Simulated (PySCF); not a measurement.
# PtSCl₂: relaxation and vibrations of the triplet

Aim: relax PtSCl₂ as a triplet from a PBE minimum start, check by its vibrations whether the end is a minimum, and collect its spectrum and constants.

Computed with PySCF 2.14.0. Level: PBE, basis Pt def2-SVP with ECP60, S def2-SVP, Cl def2-SVP, scalar-relativistic core potentials, no spin–orbit coupling, density fitting.

## 1. The starting structure

4 atoms, charge 0, spin multiplicity 3.

Bond lengths: Pt1–S2 2.120 Å, Pt1–Cl3 2.276 Å, Pt1–Cl4 2.276 Å. Angles: S2–Pt1–Cl3 105.4°, S2–Pt1–Cl4 105.4°, Cl3–Pt1–Cl4 149.2°.

```xyz
4
charge 0 multiplicity 3
Pt    0.0000    0.0000   -0.0900
S     0.0000    0.0000    2.0301
Cl    2.1943    0.0000   -0.6938
Cl   -2.1943    0.0000   -0.6938
```

## 2. Finding the electronic state

The steps below are one call of a driver around PySCF. For each, scf.py gives the equivalent set-up of the SCF; relaxations use the driver's own optimiser. After this first run the driver tries any further starts and a stability analysis.

Input file scf.py:

```python
from pyscf import gto, scf, dft
mol = gto.M(atom='''
Pt     0.000000     0.000000    -0.089986
S     -0.000000     0.000000     2.030089
Cl     2.194301    -0.000000    -0.693822
Cl    -2.194301     0.000000    -0.693822''',
    basis={'Pt': 'def2-SVP', 'S': 'def2-SVP', 'Cl': 'def2-SVP'},
    ecp={'Pt': 'def2-SVP'},
    charge=0, spin=2)
mf = dft.UKS(mol, xc='PBE')
mf.grids.atom_grid = (50, 194)
aux = {'Pt': 'def2-universal-JKFIT', 'S': 'def2-universal-JKFIT', 'Cl': 'def2-universal-JKFIT'}
mf = mf.density_fit(auxbasis=aux)
mf.conv_tol = 1e-08
mf.diis_space = 10
mf.max_cycle = 60
mf.init_guess = 'minao'
mf.verbose = 4
mf.kernel()
```

On the command line:

```
$ OMP_NUM_THREADS=2 python axn.py task.json out
```

After this run come: PBE minimum start, triplet: relaxation; Hessian and properties.

Q: Predict the outcome of this session. Wanted: minimum; geometry; wavenumbers; dipole moment; highest occupied, lowest empty level; polar-tensor charge of Pt1; zero-point energy; atomisation energy; ⟨S²⟩.

As calculated:

| quantity | value |
| --- | --- |
| minimum | triplet, C2v |
| geometry | Pt–Cl 2.276 Å (×2), Pt–S 2.120 Å; Cl–Pt–Cl 149.2°, Cl–Pt–S 105.4° (×2) |
| wavenumbers (cm⁻¹) | 79 (b2), 107 (b1), 107 (a1), 353 (a1), 365 (b2), 477 (a1) |
| dipole moment | 1.30 D |
| highest occupied, lowest empty level (either spin) | -6.46, -5.97 eV |
| polar-tensor charge of Pt1 | +0.62 e |
| zero-point energy | 8.9 kJ/mol |
| entropy at 298.15 K | 359.8 J/(mol K) |
| atomisation energy (no zero-point energy) | 990 kJ/mol |
| ⟨S²⟩ | 2.003 |

The molecule stays C2v, as typed, and the end point is a minimum. The strongest infrared band lies at 365 cm⁻¹ (b2, stretch). Most of the spin sits on S2 (Mulliken spin 1.20, against 2 for the whole molecule). Only this shape and spin were tried, so other structures or states may lie lower. Open d and f shells are described by one determinant, and the ground state may have another occupation or spin. With an element this heavy the missing spin–orbit coupling can shift these numbers.
